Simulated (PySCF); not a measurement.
# A gas-phase reaction: AsH3OS2 + F → AsH2OS2 + FH

Aim: the reaction energy of `O[As](S)S` + `[F-]` → `[O-][As](S)S` + `F`.

Computed with PySCF 2.14.0; each step states its level. No surroundings beyond the atoms listed, unless a continuum is named. Atoms count from 0, parts from 1.

### Step 1. The system as given

Each species was relaxed by itself at PBE0-D3(BJ)/def2-SVPD.

### Step 2. Energies of the species: wB97M-D3(BJ)/def2-TZVPD

The job: settings as JSON, then the geometry in Å.

```
{"job": {"kind": "react", "xc": "wB97M-D3(BJ)", "basis": "def2-TZVPD"}, "charge": 0, "multiplicity": 1}
-1 AsH3OS2 charge 0 multiplicity 1
O     -1.171770    -0.801330    -0.821430
As     0.399990    -0.832890     0.064360
S      1.046110     1.236430    -0.608390
S     -0.512730    -0.424460     2.070330
H     -1.022090    -0.749140    -1.773910
H      2.361770     0.923470    -0.581670
H     -1.188310     0.681040     1.679430

-1 F charge -1 multiplicity 1
F      0.000000     0.000000     0.000000

+1 AsH2OS2 charge -1 multiplicity 1
O     -0.053400     1.673070    -0.238590
As    -0.036070     0.594430     1.020900
S      1.861860    -0.778820     0.455070
S     -1.822170    -0.901850     0.403310
H      1.878510    -0.242440    -0.784960
H     -1.828680    -0.377100    -0.841790

+1 FH charge 0 multiplicity 1
F      0.456940     0.013080     0.052180
H     -0.456940    -0.013080    -0.052180
```

Method: wB97M-D3(BJ)/def2-TZVPD reaction energy of separated species, gas phase.

Command:

```sh
$ OMP_NUM_THREADS=1 python cluster_run.py task.json out
```

One launch serves the whole session: the jobs run in the order shown.

What it wrote:

```text
species 1 (AsH3OS2)
coarse grid: 32560 points
cycle   1  E = -3109.3889373034  dE = -4.761e-01  |g| = 8.341e-01  |ddm| = 2.155e+00
cycle   2  E = -3109.3457895223  dE =  4.315e-02  |g| = 1.041e+00  |ddm| = 1.058e+00
cycle   3  E = -3109.5174063268  dE = -1.716e-01  |g| = 8.835e-02  |ddm| = 5.472e-01
cycle   4  E = -3109.5190525226  dE = -1.646e-03  |g| = 4.267e-02  |ddm| = 9.248e-02
cycle   5  E = -3109.5194394727  dE = -3.870e-04  |g| = 9.183e-03  |ddm| = 3.879e-02
cycle   6  E = -3109.5194900415  dE = -5.057e-05  |g| = 3.153e-03  |ddm| = 1.909e-02
cycle   7  E = -3109.5194983333  dE = -8.292e-06  |g| = 1.090e-03  |ddm| = 8.555e-03
final grid: 63896 points
cycle   8  E = -3109.5194691894  dE = -1.259e-06  |g| = 6.515e-04  |ddm| = 4.172e-03
cycle   9  E = -3109.5194694684  dE = -2.790e-07  |g| = 3.972e-04  |ddm| = 1.580e-03
cycle  10  E = -3109.5194695337  dE = -6.534e-08  |g| = 1.763e-04  |ddm| = 5.967e-04
cycle  11  E = -3109.5194695660  dE = -3.226e-08  |g| = 1.231e-04  |ddm| = 6.265e-04
cycle  12  E = -3109.5194695715  dE = -5.505e-09  |g| = 9.960e-06  |ddm| = 2.662e-04
cycle  13  E = -3109.5194695715  dE = -4.684e-11  |g| = 5.088e-06  |ddm| = 2.479e-05
converged SCF energy = -3109.5194695715

species 2 (F)
coarse grid: 5304 points
cycle   1  E = -99.7735595435  dE = -1.701e-01  |g| = 8.390e-01  |ddm| = 3.042e-01
cycle   2  E = -99.4217741307  dE =  3.518e-01  |g| = 1.736e+00  |ddm| = 1.187e+00
cycle   3  E = -99.9129072191  dE = -4.911e-01  |g| = 3.879e-02  |ddm| = 7.668e-01
cycle   4  E = -99.9130379075  dE = -1.307e-04  |g| = 2.144e-02  |ddm| = 3.124e-02
cycle   5  E = -99.9130976974  dE = -5.979e-05  |g| = 1.450e-03  |ddm| = 8.861e-03
cycle   6  E = -99.9130979605  dE = -2.631e-07  |g| = 2.299e-04  |ddm| = 4.862e-04
final grid: 11608 points
cycle   7  E = -99.9130859017  dE =  1.872e-09  |g| = 2.255e-04  |ddm| = 1.777e-04
cycle   8  E = -99.9130858948  dE =  6.925e-09  |g| = 3.200e-04  |ddm| = 1.966e-04
cycle   9  E = -99.9130859089  dE = -1.404e-08  |g| = 1.900e-06  |ddm| = 1.112e-04
cycle  10  E = -99.9130859089  dE = -1.251e-12  |g| = 7.399e-08  |ddm| = 3.603e-06
converged SCF energy = -99.9130859089

species 3 (AsH2OS2)
coarse grid: 30088 points
cycle   1  E = -3108.7483769280  dE = -6.784e-01  |g| = 1.063e+00  |ddm| = 2.097e+00
cycle   2  E = -3108.1609331832  dE =  5.874e-01  |g| = 2.031e+00  |ddm| = 1.942e+00
cycle   3  E = -3108.9635097889  dE = -8.026e-01  |g| = 2.213e-01  |ddm| = 1.393e+00
cycle   4  E = -3108.9743945675  dE = -1.088e-02  |g| = 8.384e-02  |ddm| = 2.475e-01
cycle   5  E = -3108.9756839205  dE = -1.289e-03  |g| = 1.540e-02  |ddm| = 7.059e-02
cycle   6  E = -3108.9757755148  dE = -9.159e-05  |g| = 6.762e-03  |ddm| = 2.606e-02
cycle   7  E = -3108.9757958411  dE = -2.033e-05  |g| = 1.790e-03  |ddm| = 1.206e-02
cycle   8  E = -3108.9757996786  dE = -3.838e-06  |g| = 6.782e-04  |ddm| = 7.162e-03
final grid: 58520 points
cycle   9  E = -3108.9757692802  dE = -5.306e-07  |g| = 6.375e-04  |ddm| = 3.715e-03
cycle  10  E = -3108.9757693136  dE = -3.338e-08  |g| = 9.724e-04  |ddm| = 1.449e-03
cycle  11  E = -3108.9757694931  dE = -1.795e-07  |g| = 1.319e-04  |ddm| = 5.553e-04
cycle  12  E = -3108.9757695240  dE = -3.092e-08  |g| = 8.756e-05  |ddm| = 6.659e-04
cycle  13  E = -3108.9757695301  dE = -6.102e-09  |g| = 1.609e-05  |ddm| = 3.577e-04
cycle  14  E = -3108.9757695303  dE = -1.523e-10  |g| = 5.481e-06  |ddm| = 4.591e-05
converged SCF energy = -3108.9757695303

species 4 (FH)
coarse grid: 7776 points
cycle   1  E = -100.4688253816  dE = -9.408e-02  |g| = 4.644e-01  |ddm| = 6.197e-01
cycle   2  E = -100.4725062031  dE = -3.681e-03  |g| = 5.038e-01  |ddm| = 3.808e-01
cycle   3  E = -100.5053209869  dE = -3.281e-02  |g| = 2.574e-02  |ddm| = 1.678e-01
cycle   4  E = -100.5053969651  dE = -7.598e-05  |g| = 5.006e-03  |ddm| = 1.077e-02
cycle   5  E = -100.5054016062  dE = -4.641e-06  |g| = 4.334e-04  |ddm| = 3.766e-03
final grid: 16976 points
cycle   6  E = -100.5053932623  dE = -6.426e-08  |g| = 1.032e-04  |ddm| = 8.209e-04
cycle   7  E = -100.5053932657  dE = -3.463e-09  |g| = 7.585e-05  |ddm| = 2.162e-04
cycle   8  E = -100.5053932665  dE = -7.554e-10  |g| = 2.144e-05  |ddm| = 3.704e-05
converged SCF energy = -100.5053932665

Reaction energy = -29.857 kcal/mol
```

It took 36 s on 1 thread of Arm Neoverse V1, shared host; peak memory 0.76 GiB.

Species by species (with the dispersion term, which the log's SCF energies lack):

| ν | species | energy (Eh) | HOMO (eV) |
| --- | --- | --- | --- |
| -1 | O[As](S)S | -3109.52819 | -9.48 |
| -1 | [F-] | -99.91309 | -2.89 |
| +1 | [O-][As](S)S | -3108.98322 | -3.93 |
| +1 | F | -100.50563 | -14.54 |

### Step 3. Reaction energy: PBE0-D3(BJ)/def2-TZVPD

Settings changed since step 2:

```diff
@@ -1,2 +1,2 @@
-{"job": {"kind": "react", "xc": "wB97M-D3(BJ)", "basis": "def2-TZVPD"}, "charge": 0, "multiplicity": 1}
+{"job": {"kind": "react", "xc": "PBE0", "basis": "def2-TZVPD", "disp": "d3bj"}, "charge": 0, "multiplicity": 1}
 -1 AsH3OS2 charge 0 multiplicity 1
```

With the program's defaults for keys left out, this is: PBE0-D3(BJ)/def2-TZVPD reaction energy of separated species, gas phase.

What it wrote:

```text
species 1 (AsH3OS2)
coarse grid: 32560 points
cycle   1  E = -3108.6460806387  dE = -3.871e-01  |g| = 8.720e-01  |ddm| = 2.194e+00
cycle   2  E = -3108.2790344680  dE =  3.670e-01  |g| = 1.620e+00  |ddm| = 1.407e+00
cycle   3  E = -3108.7638253426  dE = -4.848e-01  |g| = 2.032e-01  |ddm| = 9.911e-01
cycle   4  E = -3108.7718361329  dE = -8.011e-03  |g| = 7.418e-02  |ddm| = 1.969e-01
cycle   5  E = -3108.7727545653  dE = -9.184e-04  |g| = 2.074e-02  |ddm| = 7.329e-02
cycle   6  E = -3108.7728803348  dE = -1.258e-04  |g| = 6.419e-03  |ddm| = 2.425e-02
cycle   7  E = -3108.7728923093  dE = -1.197e-05  |g| = 9.185e-04  |ddm| = 5.371e-03
cycle   8  E = -3108.7728925298  dE = -2.205e-07  |g| = 3.941e-04  |ddm| = 1.418e-03
final grid: 63896 points
cycle   9  E = -3108.7729120059  dE = -4.191e-08  |g| = 4.949e-04  |ddm| = 2.869e-03
cycle  10  E = -3108.7729119492  dE =  5.676e-08  |g| = 6.585e-04  |ddm| = 1.244e-03
cycle  11  E = -3108.7729120779  dE = -1.287e-07  |g| = 4.361e-05  |ddm| = 7.118e-04
cycle  12  E = -3108.7729120784  dE = -4.543e-10  |g| = 1.130e-05  |ddm| = 3.566e-05
converged SCF energy = -3108.7729120784

species 2 (F)
coarse grid: 1088 points
cycle   1  E = -99.6480299908  dE = -8.108e-02  |g| = 8.599e-01  |ddm| = 3.156e-01
cycle   2  E = -97.8823061729  dE =  1.766e+00  |g| = 3.110e+00  |ddm| = 2.037e+00
cycle   3  E = -99.7922027745  dE = -1.910e+00  |g| = 7.027e-02  |ddm| = 1.718e+00
cycle   4  E = -99.7924511220  dE = -2.483e-04  |g| = 5.277e-02  |ddm| = 6.585e-02
cycle   5  E = -99.7928802840  dE = -4.292e-04  |g| = 8.706e-03  |ddm| = 1.832e-02
cycle   6  E = -99.7928921043  dE = -1.182e-05  |g| = 1.037e-03  |ddm| = 3.146e-03
cycle   7  E = -99.7928922756  dE = -1.713e-07  |g| = 4.564e-06  |ddm| = 4.256e-04
final grid: 11608 points
cycle   8  E = -99.7963210859  dE = -3.387e-06  |g| = 9.094e-04  |ddm| = 3.670e-03
cycle   9  E = -99.7963207951  dE =  2.908e-07  |g| = 1.611e-03  |ddm| = 9.527e-04
cycle  10  E = -99.7963211908  dE = -3.957e-07  |g| = 1.338e-04  |ddm| = 7.234e-04
cycle  11  E = -99.7963211937  dE = -2.821e-09  |g| = 9.473e-06  |ddm| = 6.123e-05
cycle  12  E = -99.7963211937  dE = -1.552e-11  |g| = 5.050e-07  |ddm| = 4.784e-06
converged SCF energy = -99.7963211937

species 3 (AsH2OS2)
coarse grid: 30088 points
cycle   1  E = -3107.9874739842  dE = -5.120e-01  |g| = 1.104e+00  |ddm| = 2.138e+00
cycle   2  E = -3104.7868931561  dE =  3.201e+00  |g| = 3.380e+00  |ddm| = 4.510e+00
cycle   3  E = -3108.1417426001  dE = -3.355e+00  |g| = 5.449e-01  |ddm| = 4.267e+00
cycle   4  E = -3108.2105030270  dE = -6.876e-02  |g| = 2.623e-01  |ddm| = 7.213e-01
cycle   5  E = -3108.2258853136  dE = -1.538e-02  |g| = 5.489e-02  |ddm| = 2.750e-01
cycle   6  E = -3108.2265333732  dE = -6.481e-04  |g| = 2.928e-02  |ddm| = 7.382e-02
cycle   7  E = -3108.2267741630  dE = -2.408e-04  |g| = 7.243e-03  |ddm| = 2.525e-02
cycle   8  E = -3108.2267860859  dE = -1.192e-05  |g| = 2.102e-03  |ddm| = 6.922e-03
cycle   9  E = -3108.2267870420  dE = -9.561e-07  |g| = 3.697e-04  |ddm| = 1.320e-03
final grid: 58520 points
cycle  10  E = -3108.2267775606  dE =  4.802e-08  |g| = 8.485e-04  |ddm| = 2.466e-03
cycle  11  E = -3108.2267766500  dE =  9.106e-07  |g| = 2.268e-03  |ddm| = 1.962e-03
cycle  12  E = -3108.2267777136  dE = -1.064e-06  |g| = 8.895e-05  |ddm| = 1.386e-03
cycle  13  E = -3108.2267777156  dE = -2.043e-09  |g| = 1.765e-05  |ddm| = 8.377e-05
cycle  14  E = -3108.2267777157  dE = -7.640e-11  |g| = 5.922e-06  |ddm| = 2.212e-05
converged SCF energy = -3108.2267777157

species 4 (FH)
coarse grid: 1712 points
cycle   1  E = -100.3539986722  dE = -3.606e-02  |g| = 4.957e-01  |ddm| = 6.253e-01
cycle   2  E = -100.3144836531  dE =  3.952e-02  |g| = 7.429e-01  |ddm| = 5.125e-01
cycle   3  E = -100.3937168758  dE = -7.923e-02  |g| = 2.284e-02  |ddm| = 2.892e-01
cycle   4  E = -100.3937924520  dE = -7.558e-05  |g| = 4.204e-03  |ddm| = 9.787e-03
cycle   5  E = -100.3937944353  dE = -1.983e-06  |g| = 3.552e-04  |ddm| = 1.247e-03
final grid: 16976 points
cycle   6  E = -100.3948394131  dE = -1.847e-05  |g| = 3.945e-03  |ddm| = 7.372e-03
cycle   7  E = -100.3948375444  dE =  1.869e-06  |g| = 5.420e-03  |ddm| = 3.310e-03
cycle   8  E = -100.3948415177  dE = -3.973e-06  |g| = 1.008e-04  |ddm| = 1.985e-03
cycle   9  E = -100.3948415190  dE = -1.318e-09  |g| = 1.793e-05  |ddm| = 3.975e-05
cycle  10  E = -100.3948415190  dE = -4.802e-11  |g| = 3.034e-06  |ddm| = 1.030e-05
converged SCF energy = -100.3948415190

Reaction energy = -32.433 kcal/mol
```

It took 18 s on 1 thread of Arm Neoverse V1, shared host; peak memory 0.67 GiB.

Reaction energy at this level: -32.43 kcal/mol.

### Step 4. Comparing the runs

Energies in kcal/mol, with wall time:

| run | reaction | time |
| --- | --- | --- |
| wB97M-D3(BJ)/def2-TZVPD | -29.86 | 36 s |
| PBE0-D3(BJ)/def2-TZVPD | -32.43 | 18 s |

### Step 5. Results

```
                                                quantity                      value
               reaction energy (wB97M-D3(BJ)/def2-TZVPD)            -29.86 kcal/mol
                     ΔH, ΔG at 298 K (xTB thermal terms)      -30.8, -32.4 kcal/mol
range of the reaction energy over the runs of this table  -32.43 to -29.86 kcal/mol
```

The reaction is exothermic by 30.8 kcal/mol in the gas phase; dispersion gives +0.64, and xTB itself gave -30.06 for the electronic energy (xTB energies and thermal terms come from the earlier relaxation of each species, not shown). No barrier was sought. The reaction energy runs from -32.43 (PBE0-D3(BJ)/def2-TZVPD) to -29.86 kcal/mol (wB97M-D3(BJ)/def2-TZVPD).
